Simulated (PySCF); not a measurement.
# U-r2SCAN/def2-SVP run of CH4BNO− (SMILES [BH2-]NC=O)

Aim: the vertical ionisation energy of CH4BNO− at U-r2SCAN/def2-SVP, from 2 runs. Input form: a Python script.

The calculation is run with PySCF 2.14.0.

## (1) The molecule

The species is CH4BNO− (8 atoms), meant as a doublet with charge -1. As SMILES, `[BH2-]NC=O`. The shape is that of a GFN2-xTB optimisation.

Bond lengths: B1–N2 1.423 Å, N2–C3 1.376 Å, C3–O4 1.266 Å, B1–H5 1.199 Å, B1–H6 1.180 Å, N2–H7 1.013 Å, C3–H8 1.118 Å. Angles: B1–N2–C3 133.7°, N2–C3–O4 127.4°, B1–N2–H7 115.3°, C3–N2–H7 110.9°, N2–B1–H5 116.4°, N2–B1–H6 122.0°, N2–C3–H8 112.3°, O4–C3–H8 120.3°, H5–B1–H6 121.7°.

## (2) A single-point energy at U-r2SCAN/def2-SVP

The input, job.py:

```python
from pyscf import gto, dft

system = gto.M(
    atom=[
    ('B', (-0.378840, 1.193730, -0.384980)),
    ('N', (0.373680, 0.078060, 0.077210)),
    ('C', (0.065520, -1.239200, 0.328340)),
    ('O', (-1.057980, -1.806170, 0.189110)),
    ('H', (0.220350, 2.225190, -0.510600)),
    ('H', (-1.523770, 1.105570, -0.655760)),
    ('H', (1.350860, 0.264020, 0.268590)),
    ('H', (0.950190, -1.821200, 0.688070)),
],
    max_memory=1860,
    spin=1,
    verbose=4,
    charge=-1,
    basis='def2-svp',
)

mf = dft.UKS(system, xc='r2scan')
mf.conv_tol = 1e-10
mf.grids.level = 8
mf.kernel()
if not mf.converged:
    mf = mf.newton().run(mf.mo_coeff, mf.mo_occ)

energy = mf.e_tot
print('E(%s) = %.9f' % ('R2SCAN', energy))
```

The run is started by

```console
$ OMP_NUM_THREADS=1 python job.py
```

What it wrote:

```text
PySCF version 2.14.0

[INPUT] num. atoms = 8
[INPUT] num. electrons = 31
[INPUT] charge = -1
[INPUT] spin (= nelec alpha-beta = 2S) = 1
[INPUT] symmetry False subgroup None
[INPUT] Mole.unit = angstrom
[INPUT] Symbol           X                Y                Z      unit          X                Y                Z       unit  Magmom
[INPUT]  1 B     -0.378840000000   1.193730000000  -0.384980000000 AA   -0.715903845030   2.255822766677  -0.727506763435 Bohr   0.0
[INPUT]  2 N      0.373680000000   0.078060000000   0.077210000000 AA    0.706152858227   0.147512021284   0.145905754078 Bohr   0.0
[INPUT]  3 C      0.065520000000  -1.239200000000   0.328340000000 AA    0.123814855682  -2.341748613561   0.620472675740 Bohr   0.0
[INPUT]  4 O     -1.057980000000  -1.806170000000   0.189110000000 AA   -1.999292445267  -3.413166634406   0.357366107416 Bohr   0.0
[INPUT]  5 H      0.220350000000   2.225190000000  -0.510600000000 AA    0.416401151548   4.204999675121  -0.964894159203 Bohr   0.0
[INPUT]  6 H     -1.523770000000   1.105570000000  -0.655760000000 AA   -2.879507976829   2.089224511535  -1.239206803445 Bohr   0.0
[INPUT]  7 H      1.350860000000   0.264020000000   0.268590000000 AA    2.552755432630   0.498925491408   0.507561539797 Bohr   0.0
[INPUT]  8 H      0.950190000000  -1.821200000000   0.688070000000 AA    1.795598866300  -3.441569218058   1.300263854529 Bohr   0.0

nuclear repulsion = 103.170002562832
number of shells = 36
number of NR pGTOs = 124
number of NR cGTOs = 76
basis = def2-svp
ecp = {}

******** <class 'pyscf.dft.uks.UKS'> ********
method = UKS
initial guess = minao
damping factor = 0
level_shift factor = 0
DIIS = <class 'pyscf.scf.diis.CDIIS'>
diis_start_cycle = 1
diis_space = 8
diis_damp = 0
SCF conv_tol = 1e-10
SCF conv_tol_grad = None
SCF max_cycles = 50
direct_scf = True
direct_scf_tol = 1e-13
number electrons alpha = 16  beta = 15
XC library pyscf.dft.libxc version 7.0.0
    S. Lehtola, C. Steigemann, M. J.T. Oliveira, and M. A.L. Marques.,  SoftwareX 7, 1–5 (2018)
XC functionals = r2scan
    J. W. Furness, A. D. Kaplan, J. Ning, J. P. Perdew, and J. Sun.,  J. Phys. Chem. Lett. 11, 8208-8215 (2020)
    J. W. Furness, A. D. Kaplan, J. Ning, J. P. Perdew, and J. Sun.,  J. Phys. Chem. Lett. 11, 9248-9248 (2020)
    J. W. Furness, A. D. Kaplan, J. Ning, J. P. Perdew, and J. Sun.,  J. Phys. Chem. Lett. 11, 8208-8215 (2020)
    J. W. Furness, A. D. Kaplan, J. Ning, J. P. Perdew, and J. Sun.,  J. Phys. Chem. Lett. 11, 9248-9248 (2020)
radial grids:
    Treutler-Ahlrichs [JCP 102, 346 (1995); DOI:10.1063/1.469408] (M4) radial grids

becke partition: Becke, JCP 88, 2547 (1988); DOI:10.1063/1.454033
pruning grids: <function nwchem_prune>
grids dens level: 8
symmetrized grids: False
atomic radii adjust function: <function treutler_atomic_radii_adjust>
small_rho_cutoff = 0
Set gradient conv threshold to 1e-05
tot grids = 658536
init E= -195.282309166833
[... the frontier-level lines of each cycle are left out ...]


cycle= 1 E= -194.894852277792  delta_E= 0.387  |g|= 0.642  |ddm|= 2.12
cycle= 2 E= -192.846529146616  delta_E= 2.05  |g|=    2  |ddm|= 4.78
cycle= 3 E= -195.014373015244  delta_E= -2.17  |g|= 0.34  |ddm|= 4.54
cycle= 4 E= -195.055358367736  delta_E= -0.041  |g|= 0.243  |ddm|= 0.74
cycle= 5 E= -195.086323953713  delta_E= -0.031  |g|= 0.0512  |ddm|= 0.311
cycle= 6 E= -195.087436767349  delta_E= -0.00111  |g|= 0.0211  |ddm|= 0.0776
cycle= 7 E= -195.087709975194  delta_E= -0.000273  |g|= 0.00791  |ddm|= 0.0424
cycle= 8 E= -195.087752691887  delta_E= -4.27e-05  |g|= 0.00298  |ddm|= 0.0128
cycle= 9 E= -195.087760690009  delta_E= -8e-06  |g|= 0.000955  |ddm|= 0.0061
cycle= 10 E= -195.087761547803  delta_E= -8.58e-07  |g|= 0.00033  |ddm|= 0.00169
cycle= 11 E= -195.08776166293  delta_E= -1.15e-07  |g|= 5.06e-05  |ddm|= 0.00077
cycle= 12 E= -195.087761664832  delta_E= -1.9e-09  |g|= 1.85e-05  |ddm|= 0.000101
cycle= 13 E= -195.087761665045  delta_E= -2.13e-10  |g|= 1.36e-05  |ddm|= 3.98e-05
cycle= 14 E= -195.087761665171  delta_E= -1.26e-10  |g|= 4.27e-06  |ddm|= 2.35e-05
cycle= 15 E= -195.087761665181  delta_E= -1.01e-11  |g|= 1.57e-06  |ddm|= 6.15e-06
Extra cycle  E= -195.087761665178  delta_E= 3.13e-12  |g|= 3.27e-06  |ddm|= 4.07e-06
converged SCF energy = -195.087761665178  <S^2> = 0.76408258  2S+1 = 2.0140333
E(R2SCAN) = -195.087761665
```

Run time: 3.2 min. Hardware: 1 thread of Arm Neoverse V1, shared host; peak memory 0.49 GiB.

## (3) Singlet neutral CH4BNO at the same level

The input, input.py:

```python
from pyscf import gto, dft

mol = gto.M(
    atom=[
    ('B', (-0.378840, 1.193730, -0.384980)),
    ('N', (0.373680, 0.078060, 0.077210)),
    ('C', (0.065520, -1.239200, 0.328340)),
    ('O', (-1.057980, -1.806170, 0.189110)),
    ('H', (0.220350, 2.225190, -0.510600)),
    ('H', (-1.523770, 1.105570, -0.655760)),
    ('H', (1.350860, 0.264020, 0.268590)),
    ('H', (0.950190, -1.821200, 0.688070)),
],
    basis='def2-svp',
    spin=0,
    verbose=3,
    max_memory=1860,
)

mf = dft.RKS(mol)
mf.xc = 'r2scan'
mf.grids.level = 8
mf.conv_tol = 1e-10
mf.kernel()
if not mf.converged:
    mf = mf.newton().run(mf.mo_coeff, mf.mo_occ)

etot = mf.e_tot
print('E = %.10f Eh' % etot)
```

The run is started by

```console
$ OMP_NUM_THREADS=1 python input.py
```

What it wrote:

```text
converged SCF energy = -195.097381124811
E = -195.0973811248 Eh
```

Wall time 71 s (1 thread of Arm Neoverse V1, shared host); peak memory 0.46 GiB.

## (4) What came out

At U-r2SCAN/def2-SVP:

```
                                           quantity          value
                      doublet CH4BNO−: total energy  -195.08776 Eh
doublet CH4BNO−: HOMO energy (highest over α and β)        3.05 eV
 doublet CH4BNO−: LUMO energy (lowest over α and β)        4.90 eV
                              doublet CH4BNO−: ⟨S²⟩          0.764
               singlet neutral CH4BNO: total energy  -195.09738 Eh
              singlet neutral CH4BNO: dipole moment         3.63 D
                singlet neutral CH4BNO: HOMO energy       -6.46 eV
                singlet neutral CH4BNO: LUMO energy       -2.37 eV
              singlet neutral CH4BNO: HOMO–LUMO gap        4.09 eV
vertical detachment energy (to the singlet neutral)      -0.262 eV
```

**Reading.** The species is unbound against losing an electron at this level, by 0.26 eV (−25.3 kJ/mol); missing correlation or diffuse functions can give that sign where the real anion is bound. Only the singlet of the ionised species was computed; a triplet could lie lower. The HOMO (doublet CH4BNO−) lies at positive energy, 3.05 eV, as semi-local functionals often give for anions; only total energies tell whether the electron is bound.
